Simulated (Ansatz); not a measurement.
**C₃H₉GaO: how energies converge with the basis set**

Aim: see how fast density functionals converge with the basis set for C₃H₉GaO.

Computed with Ansatz 0.2.0, Gaussian basis. Level: one geometry, several basis sets.

Levels to be run: PBE0-D4/def2-SVP; ωB97M-V/def2-SVP; PBE0-D4/def2-QZVPP; ωB97M-V/def2-QZVPP; the functionals' def2-TZVPP values are taken from earlier runs.

## (1) The geometry

The geometry comes from an earlier relaxation with PBE0-D4 in a triple-zeta def2 set; it is a stationary point, not always the lowest conformer.

SMILES `CC(C)=[O+][GaH3-]`, 14 atoms, charge 0, spin multiplicity 1.

Atoms are counted from 1 here; the program's logs count them from 0.

Bond lengths: C1–C2 1.489 Å, C1–H6 1.088 Å, C1–H7 1.094 Å, C1–H8 1.094 Å, C2–C3 1.489 Å, C2–O4 1.224 Å, C3–H9 1.088 Å, C3–H10 1.094 Å, C3–H11 1.094 Å, O4–Ga5 2.113 Å, Ga5–H12 1.586 Å, Ga5–H13 1.586 Å, Ga5–H14 1.570 Å. Angles: C2–C1–H6 111.0°, C2–C1–H7 109.4°, C2–C1–H8 109.3°, H6–C1–H7 110.3°, H6–C1–H8 110.3°, H7–C1–H8 106.5°, C1–C2–C3 118.9°, C1–C2–O4 119.6°, C3–C2–O4 121.5°, C2–C3–H9 112.7°, C2–C3–H10 108.6°, C2–C3–H11 108.7°, H9–C3–H10 110.3°, H9–C3–H11 110.4°, H10–C3–H11 105.8°, C2–O4–Ga5 126.5°, O4–Ga5–H12 97.4°, O4–Ga5–H13 97.4° and more.

Coordinates:

```xyz
14
C3H9GaO
C    -1.6053    1.0670    0.8282
C    -0.4640    0.3073    0.2465
C     0.6046   -0.1940    1.1550
O    -0.4220    0.1083   -0.9602
Ga    1.0857   -0.9361   -2.0101
H    -2.3034    1.3749    0.0531
H    -1.2237    1.9406    1.3653
H    -2.1132    0.4441    1.5708
H     0.4202    0.0552    2.1982
H     1.5633    0.2205    0.8285
H     0.6898   -1.2779    1.0308
H     0.9503   -2.3170   -1.2425
H     2.3073   -0.0234   -1.5753
H     0.4976   -0.7988   -3.4593
```

## (2) PBE0-D4 in def2-SVP

in.yaml

```yaml
crystal:
  periodic: [false, false, false]
  atoms:
    - {symbol: C, position_ang: [-1.605256, 1.067008, 0.828193]}
    - {symbol: C, position_ang: [-0.463954, 0.307278, 0.246535]}
    - {symbol: C, position_ang: [0.604567, -0.194043, 1.155026]}
    - {symbol: O, position_ang: [-0.422045, 0.108340, -0.960158]}
    - {symbol: Ga, position_ang: [1.085739, -0.936055, -2.010102]}
    - {symbol: H, position_ang: [-2.303435, 1.374866, 0.053083]}
    - {symbol: H, position_ang: [-1.223681, 1.940628, 1.365271]}
    - {symbol: H, position_ang: [-2.113233, 0.444138, 1.570834]}
    - {symbol: H, position_ang: [0.420159, 0.055189, 2.198241]}
    - {symbol: H, position_ang: [1.563287, 0.220519, 0.828461]}
    - {symbol: H, position_ang: [0.689809, -1.277906, 1.030770]}
    - {symbol: H, position_ang: [0.950329, -2.316999, -1.242496]}
    - {symbol: H, position_ang: [2.307268, -0.023363, -1.575342]}
    - {symbol: H, position_ang: [0.497645, -0.798800, -3.459316]}
basis:
  gaussian: {orbitals: def2-SVP}
hamiltonian: {xc: pbe0, dispersion: d4}
output: {orbitals: {seedname: orbitals}}
```

Run with:

```console
$ ansatz run in.yaml --threads 4 --pin off --events-out ev --progress --plain --max-ram 11315MiB
```

The runs that follow: ωB97M-V in def2-SVP; PBE0-D4 in def2-QZVPP; ωB97M-V in def2-QZVPP.

Before running them: what should the planned runs give, taken together? Wanted: PBE0-D4: double and triple zeta above quadruple; ωB97M-V: double and triple zeta above quadruple.

As calculated:

| quantity | value |
| --- | --- |
| PBE0-D4: double and triple zeta above quadruple | 14.13, 1.49 eV |
| ωB97M-V: double and triple zeta above quadruple | 14.38, 1.45 eV |

**Reading.** For PBE0-D4 the step from double to triple zeta gains 12.64 eV and the next only 1.49 eV. These are total energies; as a rule much of such shifts cancels in differences, which this series doesn't test.
